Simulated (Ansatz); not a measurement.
# BeCdO2: the cost of one run

Program: Ansatz 0.2.0. Level of theory: DFT PBE, scalar-relativistic, plane waves, PAW. These are calculated values, not measurements.

2 further runs of the same task are left out: 2 set aside as unsound or not needed. Runs told in other sessions of the task aren't counted.

## (1) The structure to begin with

It takes space group P4/nmm (No. 129, tetragonal). Conventional cell: a = 3.458 Å, b = 3.458 Å, c = 7.432 Å, α = 90.00°, β = 90.00°, γ = 90.00°. Around Be (site symmetry 4mm) lie 4 Cd at 2.47 Å and 8 O at 2.48 to 2.61 Å. Around Cd (site symmetry -4m2) lie 4 O at 2.20 Å and 4 Cd at 2.45 Å and 4 Be at 2.47 Å. Around O (site symmetry 4mm) lie 4 Cd at 2.20 Å and 4 Be at 2.48 Å. O (site symmetry -4m2) is surrounded by 4 O at 2.45 Å and 4 Be at 2.61 Å.

As a file:

```
Be Cd O
1.0
     3.45807    0.00000    0.00000
     0.00000    3.45807    0.00000
     0.00000    0.00000    7.43228
Be Cd O
2 2 4
Cartesian
  0.0000 1.7290 5.6649
  1.7290 0.0000 1.7674
  0.0000 0.0000 0.0000
  1.7290 1.7290 0.0000
  1.7290 0.0000 6.0796
  0.0000 1.7290 1.3527
  0.0000 0.0000 3.7161
  1.7290 1.7290 3.7161
```

This is candidate A: LaBi2Au type (P4/nmm, No. 129).

(A quick probe on a coarse mesh, which set the mesh and smearing, is not shown.)

## (3) Coarse relaxation (candidate A)

File input.yaml:

```yaml
crystal:
  lattice:
    - [3.4580724368, 0.0, 0.0]
    - [0.0, 3.4580724368, 0.0]
    - [0.0, 0.0, 7.432275088]
  atoms:
    - { symbol: Be, position: [0.0, 0.5, 0.7622] }
    - { symbol: Be, position: [0.5, 0.0, 0.2378] }
    - { symbol: Cd, position: [0.0, 0.0, 0.0] }
    - { symbol: Cd, position: [0.5, 0.5, 0.0] }
    - { symbol: O, position: [0.5, 0.0, 0.818] }
    - { symbol: O, position: [0.0, 0.5, 0.182] }
    - { symbol: O, position: [0.0, 0.0, 0.5] }
    - { symbol: O, position: [0.5, 0.5, 0.5] }
basis:
  ecutwfc: 420
kpoints:
  mp_grid: { grid: [6, 6, 4] }
hamiltonian:
  xc: pbe
scf:
  occupations: { method: gaussian, width: 0.1 }
  lower_state_search: "off"
output:
  forces: true
  stress: true
  eigenvalues: true
relax:
  adjacent_minimum: "off"
  f_tol: 0.04
  max_steps: 70
  cell: { stress_tol: 0.4 }
```

The run is started by

```
$ ansatz run input.yaml --threads 1 --pin off --max-ram 2560MiB --backend cpu --events-out ev --progress --plain --runs-dir out
```

Q: Estimate wall time and peak memory on 1 thread of Arm Neoverse V1, shared host.

About 3.1 min, with a peak of 0.4 GiB.
